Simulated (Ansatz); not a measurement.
# Bi2Te3: the cost of one run

Computed with Ansatz 0.2.0 (DFT PBE, scalar-relativistic, plane waves, PAW, unless a step's input says otherwise).

1 further run of the same task is left out (set aside as unsound or not needed).

## Step 1: Starting point

The structure is trigonal, space group R-3m (No. 166). The conventional cell has a = 4.447 Å, b = 4.447 Å, c = 32.160 Å, α = 90.00°, β = 90.00°, γ = 120.00°. Bi (site symmetry 3m) is surrounded by 6 Te at 3.09 to 3.29 Å. Around Te (site symmetry -3m) lie 6 Bi at 3.29 Å. Te (site symmetry 3m) is surrounded by 3 Bi at 3.09 Å.

As a file:

```cif
data_structure
_symmetry_space_group_name_H-M 'R-3m:H'
_symmetry_Int_Tables_number 166
_cell_length_a 4.4469
_cell_length_b 4.4469
_cell_length_c 32.1603
_cell_angle_alpha 90.000
_cell_angle_beta 90.000
_cell_angle_gamma 120.000
_cell_volume 550.76
loop_
_atom_site_label
_atom_site_type_symbol
_atom_site_symmetry_multiplicity
_atom_site_Wyckoff_symbol
_atom_site_fract_x
_atom_site_fract_y
_atom_site_fract_z
_atom_site_occupancy
Bi1 Bi 6 c 0.66667 0.33333 0.73056 1
Te1 Te 3 a 0.00000 0.00000 0.00000 1
Te2 Te 6 c 0.33333 0.66667 0.88267 1
```

It is the end of an earlier relaxation with the same method, from a generated guess; it needn't be the stable form of this composition. At a tolerance of 0.02 Å it has space group R-3m (No. 166); it has 36.72 Å³/atom, an uncorrected energy of -0.24 eV/atom over the elements.

## Step 2: Bands, states and charges

input.yaml

```yaml
crystal:
  lattice:
    - [2.2234355369, 1.283701104, 10.7201027262]
    - [-2.2234355369, 1.283701104, 10.7201027262]
    - [0.0, -2.5674022132, 10.7201027256]
  atoms:
    - { symbol: Bi, position: [0.3972261626, 0.3972261626, 0.3972261626] }
    - { symbol: Bi, position: [0.6027738374, 0.6027738374, 0.6027738374] }
    - { symbol: Te, position: [0.0, 0.0, 0.0] }
    - { symbol: Te, position: [0.2160055003, 0.2160055003, 0.2160055003] }
    - { symbol: Te, position: [0.7839944997, 0.7839944997, 0.7839944997] }
basis:
  ecutwfc: 420
kpoints:
  mp_grid: { grid: [12, 12, 12] }
  band_path:
    path:
      - [[0.0, 0.0, 0.0], [0.5, 0.5, 0.5], [0.82377376, 0.17622624, 0.5]]
      - [[0.5, -0.17622624, 0.17622624], [0.5, 0.0, 0.0], [0.0, 0.0, 0.0], [0.33811312, -0.33811312, 0.0]]
      - [[0.66188688, 0.0, 0.33811312], [0.5, 0.0, 0.5], [0.0, 0.0, 0.0]]
    npoints: 14
hamiltonian:
  xc: pbe
scf:
  occupations: { method: gaussian, width: 0.02 }
  n_extra_bands: 12
output:
  forces: true
  stress: true
  eigenvalues: true
  populations: true
  dos: { projected: true, de: 0.02, nscf_kmesh: { grid: [18, 18, 18] } }
  bader: true
```

Command:

```console
> ansatz run input.yaml --threads 1 --pin off --max-ram 2560MiB --backend cpu --events-out ev --progress --plain --runs-dir out
```

**Question.** How long does this run take on 1 thread of Arm Neoverse V2, shared host, and how much memory does it need?

About 6.1 min, with a peak of 1.8 GiB.
